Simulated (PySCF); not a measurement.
# C3H4BF3S: electronic excitations

Aim: predict the electronic excitations of C3H4BF3S (`CS/C=C(/F)B(F)F`).

Computed with PySCF 2.14.0, with density-fitted response routines of our own, on a single molecule in the gas phase. Atoms are numbered from 0 throughout.

### 1 Starting geometry

12 atoms, charge 0, multiplicity 1; geometry from: GFN2-xTB.

Bonds of the start (Å): C0–S1 1.82, S1–C2 1.72, C2–C3 1.35, C3–F4 1.37, C3–B5 1.54, B5–F6 1.32, B5–F7 1.32, C0–H8 1.09, C0–H9 1.08, C0–H10 1.09, C2–H11 1.08.

### 2 Excited states and response: CAM-B3LYP/def2-SVPD

The job: settings as JSON, then the geometry in Å.

```
{"job": {"kind": "uv", "xc": "CAM-B3LYP", "basis": "def2-SVPD", "nstates": 8, "ntriplets": 3}, "charge": 0, "multiplicity": 1}
C     -2.398891     0.098664     0.585586
S     -0.958245     0.679199    -0.372464
C      0.244350    -0.366938     0.276655
C      1.546272    -0.381328    -0.078761
F      2.306549    -1.308203     0.580899
B      2.261602     0.502547    -1.120334
F      3.543700     0.412966    -1.400899
F      1.605174     1.423107    -1.805551
H     -2.221388     0.256327     1.644700
H     -3.246303     0.693303     0.261391
H     -2.582053    -0.949609     0.372076
H     -0.099569    -1.060721     1.030677
```

Level: TDDFT CAM-B3LYP/def2-SVPD, vertical, gas phase, core orbitals frozen in the response.

Started as:

```console
> OMP_NUM_THREADS=1 python probes_run.py task.json out
```

One launch serves the whole session: the jobs run in the order shown.

Predict these results of the whole session: lowest singlet (CAM-B3LYP/def2-SVPD); lowest triplet.

**Answer**, as computed:

```
                            quantity                        value
lowest singlet (CAM-B3LYP/def2-SVPD)  4.50 eV (275 nm), f = 0.283
                      lowest triplet                      2.80 eV
```

In words: The lowest singlet, at 4.50 eV, is HOMO→LUMO 0.98 and is bright. The lowest triplet lies 1.70 eV below the lowest singlet (triplets in Tamm-Dancoff, singlets in full TDDFT).
